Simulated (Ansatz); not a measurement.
# C7H12: taking an electron away

How much energy removes an electron from C7H12 at fixed geometry? The cation is run at each level and the neutral's energy taken from earlier runs.

Method: unrestricted cation, the program's frozen cores in correlated methods; program: Ansatz 0.2.0, Gaussian basis.

Plan: UKS PBE-D4/def2-TZVPP; UKS r2SCAN-D4/def2-TZVPP; UKS PBE0-D4/def2-TZVPP; UKS B3LYP-D4/def2-TZVPP; UKS wB97X-V/def2-TZVPP; UKS wB97M-V/def2-TZVPP; UKS B2PLYP/def2-TZVPP; UHF-CCSD(T)/def2-TZVPP; UHF-MP2/def2-QZVPP; extrapolation to the limit; then −ε(HOMO) from the neutral's earlier runs with LDA (SPW92), PBE-D4, revPBE-D4, BLYP-D4, r2SCAN-D4, B97M-V, PBE0-D4, B3LYP-D4, r2SCANh-D4, r2SCAN0-D4, HSE06-D4, BHLYP-D4, CAM-B3LYP-D4, LC-ωPBE, ωB97X-V, ωB97M-V.

## (1) The relaxed structure

The geometry comes from an earlier relaxation with PBE0-D4 in a triple-zeta def2 set; it is a stationary point, not always the lowest conformer.

SMILES `C1C[C@H]2CC[C@@H]1C2`, 19 atoms, charge 0, spin multiplicity 1.

Atoms are counted from 1 here; the program's logs count them from 0.

Bond lengths: C1–C2 1.551 Å, C1–C6 1.533 Å, C1–H8 1.093 Å, C1–H9 1.093 Å, C2–C3 1.533 Å, C2–H10 1.093 Å, C2–H11 1.093 Å, C3–C4 1.533 Å, C3–C7 1.532 Å, C3–H12 1.091 Å, C4–C5 1.551 Å, C4–H13 1.093 Å, C4–H14 1.093 Å, C5–C6 1.533 Å, C5–H15 1.093 Å, C5–H16 1.093 Å, C6–C7 1.532 Å, C6–H17 1.091 Å and more. Angles: C2–C1–C6 103.1°, C2–C1–H8 112.8°, C2–C1–H9 111.1°, C6–C1–H8 111.9°, C6–C1–H9 110.8°, H8–C1–H9 107.2°, C1–C2–C3 103.1°, C1–C2–H10 111.1°, C1–C2–H11 112.8°, C3–C2–H10 110.8°, C3–C2–H11 111.9°, H10–C2–H11 107.2°, C2–C3–C4 108.3°, C2–C3–C7 101.5°, C2–C3–H12 113.9°, C4–C3–C7 101.5°, C4–C3–H12 113.9°, C7–C3–H12 116.3° and more.

## (2) Cation, UKS PBE-D4/def2-TZVPP

The input, in.yaml:

```yaml
crystal:
  periodic: [false, false, false]
  atoms:
    - {symbol: C, position_ang: [-0.622079, 1.386867, -0.227244]}
    - {symbol: C, position_ang: [0.626486, 0.947393, -1.035470]}
    - {symbol: C, position_ang: [1.106004, -0.300430, -0.284726]}
    - {symbol: C, position_ang: [0.106107, -1.433346, -0.544322]}
    - {symbol: C, position_ang: [-1.142221, -0.993850, 0.264259]}
    - {symbol: C, position_ang: [-0.703337, 0.336700, 0.886860]}
    - {symbol: C, position_ang: [0.779022, 0.070173, 1.164922]}
    - {symbol: H, position_ang: [-1.531561, 1.409122, -0.832298]}
    - {symbol: H, position_ang: [-0.486946, 2.387346, 0.191160]}
    - {symbol: H, position_ang: [1.394124, 1.725167, -1.026120]}
    - {symbol: H, position_ang: [0.398474, 0.730109, -2.081671]}
    - {symbol: H, position_ang: [2.142765, -0.569810, -0.492018]}
    - {symbol: H, position_ang: [-0.101628, -1.556237, -1.609914]}
    - {symbol: H, position_ang: [0.495548, -2.386573, -0.178296]}
    - {symbol: H, position_ang: [-2.031291, -0.877191, -0.359986]}
    - {symbol: H, position_ang: [-1.384815, -1.724330, 1.040039]}
    - {symbol: H, position_ang: [-1.307010, 0.645092, 1.741778]}
    - {symbol: H, position_ang: [0.944788, -0.751004, 1.867539]}
    - {symbol: H, position_ang: [1.317561, 0.954793, 1.515497]}
basis:
  gaussian: {orbitals: def2-TZVPP}
total_charge: 1
magnetization: {spin_polarized: true, initial_magnetization: 1}
hamiltonian: {xc: pbe, dispersion: d4}
```

Launch:

```sh
> ansatz run in.yaml --threads 2 --pin off --events-out ev --progress --plain --max-ram 32768MiB --backend cuda --devices 0, --max-vram 18GiB
```

The runs that follow: Cation, UKS r2SCAN-D4/def2-TZVPP; Cation, UKS PBE0-D4/def2-TZVPP; Cation, UKS B3LYP-D4/def2-TZVPP; Cation, UKS wB97X-V/def2-TZVPP; Cation, UKS wB97M-V/def2-TZVPP; Cation, UKS B2PLYP (frozen core)/def2-TZVPP; Cation, UHF-CCSD(T)/def2-TZVPP; Cation, UHF-MP2/def2-QZVPP.

Q: Predict the results of all the runs planned. Wanted: ionisation energy, CCSD(T)/CBS; nearest functional by difference; nearest −ε(HOMO); −ε(HOMO) of PBE; T1 of the cation.

As calculated:

```
                        quantity               value
  ionisation energy, CCSD(T)/CBS            10.53 eV
nearest functional by difference  ωB97X-V (-0.20 eV)
                nearest −ε(HOMO)  ωB97X-V (-0.05 eV)
                 −ε(HOMO) of PBE             6.76 eV
                T1 of the cation               0.051
```

What this shows: By cation minus neutral, the functionals miss by 0.91 eV at most. −ε(HOMO) of PBE misses by 3.8 eV, since self-interaction lifts the level. Among orbital estimates ωB97X-V comes nearest. Hartree-Fock falls 0.41 eV short, as the neutral has more correlation energy than the cation. The cation's T1 (from the report) is 0.051, above the customary mark of 0.045 for open shells, so the coupled-cluster value is less safe.
